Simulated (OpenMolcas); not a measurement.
# Sm³⁺ among point charges: CASSCF levels and susceptibility

Aim: the splitting of the states of Sm³⁺ in the field of 6 point charges, its lowest levels with spin-orbit coupling and its magnetic susceptibility.

Method: state-averaged CASSCF, spin-orbit coupling by RASSI with atomic mean-field integrals. Code: OpenMolcas 26.06.

## 1. The system

```
Species                           : Sm³⁺ (samarium, Z = 62, 59 electrons)
Basis                             : ANO-RCC-VDZP [7s6p4d2f1g], 68 functions
Scalar Hamiltonian                : DKH2, point nucleus
Inactive shells                   : 1s 2s 2p 3s 3p 3d 4s 4p 4d 5s 5p
Active space                      : 5 electrons in 7 orbitals (4f)
Some configurations of this space : 4f5
Orbitals                          : optimised for the highest spin of each parity, averaged over all roots
```

The outer shells:

4f5
```
4f [↑ ][↑ ][↑ ][↑ ][↑ ][  ][  ]
```

The ion sits among 6 point charges of -1 e arranged as an octahedron (Oh), 2.89 Å from the ion.

Each step is its own input file, run in one work folder so that later steps find the files of earlier ones. Labels, J, g values, rates, χT and fits are worked out afterwards by a script from the matrices that RASSI stores. The input lists half of the charges; inversion (Group=XYZ) makes the rest.

## 2. One- and two-electron integrals

File a.inp:

```
&GATEWAY
Coord
1

Sm 0.0 0.0 0.0
Basis=ANO-RCC-VDZP
Group=XYZ
NoMove
AngMom=0.0 0.0 0.0
AMFI
XField
3 Angstrom 0
2.890000 0.000000 0.000000 -1.000000
0.000000 2.890000 0.000000 -1.000000
0.000000 0.000000 2.890000 -1.000000
&SEWARD
```

On the command line:

```
$ OMP_NUM_THREADS=1 MOLCAS_MEM=2252 MOLCAS_PROJECT=a pymolcas a.inp > a.log
```

## 3. CASSCF: sextets of odd parity, 21 roots

File a.inp:

```
&RASSCF
FileOrb=start.orb
Symmetry=2
Spin=6
nActEl=5 0 0
Inactive=15 12
Ras2=0 7
CIRoot=21 21 1
SDav=21
CIMx=300
Iter=120 100
PrWF=0.3
OrbListing=Nothing
MaxOrb=0
>>> COPY $Project.JobIph JOB001
```

start.orb holds the contracted functions of the basis, ordered by shell, or the orbitals of the step before.

## 4. Reference wave functions, quartets of odd parity, 162 roots

File a.inp:

```
&RASSCF
FileOrb=start.orb
Symmetry=2
Spin=4
nActEl=5 0 0
Inactive=15 12
Ras2=0 7
CIRoot=162 162 1
SDav=224
CIMx=300
Iter=120 100
PrWF=0.3
OrbListing=Nothing
MaxOrb=0
CIOnly
>>> COPY $Project.JobIph JOB002
```

## 5. Reference wave functions, doublets of odd parity, 162 roots

File a.inp:

```
&RASSCF
FileOrb=start.orb
Symmetry=2
Spin=2
nActEl=5 0 0
Inactive=15 12
Ras2=0 7
CIRoot=162 162 1
SDav=490
CIMx=300
Iter=120 100
PrWF=0.3
OrbListing=Nothing
MaxOrb=0
CIOnly
>>> COPY $Project.JobIph JOB003
```

## 6. State interaction with spin-orbit coupling

File a.inp:

```
&RASSI
NrOfJobIphs=3 21 108 41
1 2 3 4 5 6 7 8 9 10 11 12 13 14 15 16 17 18 19 20 21
1 2 3 4 5 6 7 8 9 10 11 12 13 14 15 16 17 18 19 20 21 22 23 24 25 26 27
28 29 30 31 32 33 34 35 36 37 38 39 40 41 42 43 44 45 46 47 48 49 50 51
52 53 54 55 56 57 58 59 60 61 62 63 64 65 66 67 68 69 70 71 72 73 74 75
76 77 78 79 80 81 82 83 84 85 86 87 88 89 90 91 92 93 94 95 96 97 98 99
100 101 102 103 104 105 106 107 108
1 2 3 4 5 6 7 8 9 10 11 12 13 14 15 16 17 18 19 20 21 22 23 24 25 26 27
28 29 30 31 32 33 34 35 36 37 38 39 40 41
IphNames
JOB001
JOB002
JOB003
EJob
SpinOrbit
DIPRint=1.0
SOCoupling=1000.0
Subsets=2
Property=9
'ANGMOM' 1 'ANGMOM' 2 'ANGMOM' 3 'MLTPL  1' 1 'MLTPL  1' 2 'MLTPL  1' 3
'AMFI' 1 'AMFI' 2 'AMFI' 3
SOProperty=3
'ANGMOM' 1 'ANGMOM' 2 'ANGMOM' 3
```

What does the calculation give? Wanted: spin-free ground state; first state of the same spin within the active space; lowest level; next level.

As calculated:

| quantity | value |
| --- | --- |
| method | CASSCF |
| spin-free ground state | 6T1, 3-fold in its orbital part |
| first state of the same spin within the active space | 6E at 14 cm⁻¹ |
| lowest level | 2-fold Γ7, g = 0.39, 0.39, 0.39 |
| next level | 32.7 cm⁻¹ |
| χT at 300 K | 0.31 cm³ K/mol |
| effective moment at 300 K | 1.56 μB |

**Reading.** The spin-free ground state (6T1) comes to 100 % from free-ion H terms and keeps the highest spin of the shell. The quartets, doublets rest on orbitals optimised for another spin in at least one step, which raises them against the optimised states. Not all states of the active space went into the spin-orbit step. High states of lower spin are left out of the spin-orbit mixing, and CASSCF puts spin-flip levels too high. This is an electrostatic model: the charges have no orbitals.
